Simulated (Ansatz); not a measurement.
**In: which structure wins at one pressure**

Aim: bring In in several structures (bcc, hcp, sc, simple hexagonal, omega) to one pressure and rank them by enthalpy. The pressure is set by scaling the first phase. The runs shown use LAPW. Companion runs by PAW are cited.

Computed with Ansatz 0.2.0 (DFT, PBEsol, all-electron LAPW, scalar-relativistic, unless a step's input says otherwise).

### 1 The structure to begin with

Symmetry: Im-3m, No. 229, cubic system. Conventional cell: a = 3.698 Å, b = 3.698 Å, c = 3.698 Å, α = 90.00°, β = 90.00°, γ = 90.00°. In (site symmetry m-3m) is surrounded by 8 In at 3.20 Å.

Coordinates:

```cif
data_structure
_symmetry_space_group_name_H-M 'Im-3m'
_symmetry_Int_Tables_number 229
_cell_length_a 3.6978
_cell_length_b 3.6978
_cell_length_c 3.6978
_cell_angle_alpha 90.000
_cell_angle_beta 90.000
_cell_angle_gamma 90.000
_cell_volume 50.56
loop_
_atom_site_label
_atom_site_type_symbol
_atom_site_symmetry_multiplicity
_atom_site_Wyckoff_symbol
_atom_site_fract_x
_atom_site_fract_y
_atom_site_fract_z
_atom_site_occupancy
In1 In 2 a 0.00000 0.00000 0.00000 1
```

The file gives the conventional cell by its symmetry; the runs use the cell typed in the input.

### 2 Bcc relaxed under pressure, LAPW

File input.yaml:

```yaml
crystal:
  lattice:
    - [-1.8489228035, 1.8489228035, 1.8489228035]
    - [1.8489228035, -1.8489228035, 1.8489228035]
    - [1.8489228035, 1.8489228035, -1.8489228035]
  atoms:
    - { symbol: In, position: [0.0, 0.0, 0.0] }
kpoints:
  mp_grid: { grid: [15, 15, 15] }
scf:
  occupations: { method: fermi_dirac, width: 0.08 }
hamiltonian:
  xc: pbesol
  pseudopotentials: { kind: all_electron, lapw: { basis_error: 0.0005 } }
output:
  forces: true
  stress: true
  eigenvalues: true
relax:
  f_tol: 0.005
  max_steps: 12
  cell: { p_target: 0.9, stress_tol: 0.03 }
```

On the command line:

```
$ ansatz run input.yaml --threads 1 --pin off --max-ram 3584MiB --backend cpu --events-out ev --progress --plain --runs-dir out
```

The runs that follow: Hcp relaxed under pressure, LAPW; Sc relaxed under pressure, LAPW; Simple hexagonal relaxed under pressure, LAPW; Omega relaxed under pressure, LAPW.

Before running it: what results should come out? Wanted: pressure; lowest (for each run or level that gives them).

**Answer**, as computed:

| quantity | value |
| --- | --- |
| pressure | 0.9 GPa |
| lowest (LAPW) | hcp, 3.7 meV/atom under omega |
| lowest (PAW) | hcp, 3.6 meV/atom under omega |

In words: By LAPW the order is hcp < omega < bcc < simple hexagonal < sc. By PAW the order is hcp < omega < bcc < simple hexagonal < sc. The methods agree on the lowest phase. Only these structures were tried, with electrons smeared by 0.08 eV and without vibrations, so the true ground state may be another. The k meshes differ between phases and weren't tested, which can move differences by some meV.
